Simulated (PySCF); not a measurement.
# F5Pb (Pb(F)5-): the cost of one run

Method: BP86, Pb def2-SVP with ECP60, F def2-SVP; scalar-relativistic core potentials, no spin–orbit coupling; program: PySCF 2.14.0.

2 further runs of the same task are left out: 2 for a known fault of the program.

**1. Starting geometry**

6 atoms, charge -1, spin multiplicity 1.

Bond lengths: Pb1–F2 2.088 Å, Pb1–F3 2.088 Å, Pb1–F4 2.078 Å, Pb1–F5 2.085 Å, Pb1–F6 2.085 Å. Angles: F2–Pb1–F3 172.4°, F2–Pb1–F4 93.8°, F2–Pb1–F5 88.5°, F2–Pb1–F6 88.5°, F3–Pb1–F4 93.8°, F3–Pb1–F5 88.5°, F3–Pb1–F6 88.5°, F4–Pb1–F5 113.5°, F4–Pb1–F6 113.4°, F5–Pb1–F6 133.1°.

Coordinates:

```xyz
6

Pb   -0.02328    0.00012    0.00000
F    -0.16195    0.00039    2.08383
F    -0.16195    0.00039   -2.08383
F     2.05428   -0.00238    0.00000
F    -0.85216    1.91284    0.00000
F    -0.85494   -1.91136    0.00000
```

Formal oxidation states: Pb +4. An earlier session relaxed this geometry at BP86, Pb def2-SVP with ECP60, F def2-SVP (singlet, point group C2v).

Its energy there is -691.956428 Eh.

**2. Multiplicity 3 at the relaxed geometry**

The input, run.py (the lines that set the calculation):

```python
mol = gto.M(atom='''
Pb    -0.02328     0.00012     0.00000
F     -0.16195     0.00039     2.08383
F     -0.16195     0.00039    -2.08383
F      2.05428    -0.00238     0.00000
F     -0.85216     1.91284     0.00000
F     -0.85494    -1.91136     0.00000''',
    basis={'Pb': 'def2-SVP', 'F': 'def2-SVP'},
    ecp={'Pb': 'def2-SVP'},
    charge=-1, spin=2)
mf = dft.UKS(mol, xc='B88,P86')
mf.grids.atom_grid = (50, 194)
mf = mf.density_fit()  # fitting sets: Pb def2-universal-JKFIT, F def2-universal-JKFIT
mf.conv_tol = 1e-08; mf.max_cycle = 55
mf.kernel(dm0)  # dm0: free metal ions and neutral atoms
```

Launch:

```console
OMP_NUM_THREADS=2 python run.py
```

**Question.** How long does this run take on 2 threads of Intel Xeon at 2.50GHz (Skylake/Cascade Lake), shared host?

About 6.1 min.
